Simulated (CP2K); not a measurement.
The system is GaF.

```xyz
2
Lattice="4.0252 0.0000 0.0000 2.0126 3.4859 0.0000 2.0126 1.1620 3.2866" Properties=species:S:1:pos:R:3 pbc="T T T"
Ga    2.0126    1.1620    0.8216
F     0.0000    0.0000    0.0000
```

The cell was built by a generator and needn't be a form met in nature.

| Quantity | Value |
| --- | --- |
| Program | CP2K 2026.2 |
| Task | single point |
| Functional | PBE |
| Potentials or basis | POTENTIAL_UZH Ga GTH-PBE-q13, F GTH-PBE-q7; TZVP-MOLOPT-PBE-GTH basis |
| Density cutoff | 10204 eV |
| k mesh | 8 × 8 × 8 |
| Occupations | fermi-dirac, width 0.05 eV |
| Spin | no spin polarisation |

On this cell: pressure 0.1 GPa; largest force zero by symmetry; band gap on the k mesh 2.29 eV, indirect (least direct gap 2.30 eV).

The same run follows on a disturbed copy (atoms moved at random, drawn with an rms of 0.05 Å):

```
Ga F
1.0
     4.02519    0.00000    0.00000
     2.01260    3.48592    0.00000
     2.01260    1.16197    3.28655
Ga F
1 1
Direct
  0.24551 0.25659 0.26134
  0.99587 0.01335 0.99837
```

Problem. What changes?

Solution. The energy moves by +0.2 meV/atom; pressure 0.1 GPa; largest force 0.021 eV/Å; band gap on the k mesh 2.28 eV, indirect (least direct gap 2.30 eV).

Forces in eV/Å, atoms in the order of the input:
```
Ga  -0.008  0.009 -0.017
F    0.011 -0.004  0.015
```

Caveats: the basis of atomic orbitals isn't converged, which shifts pressures, moduli and gaps.

A k mesh can miss the band edges.
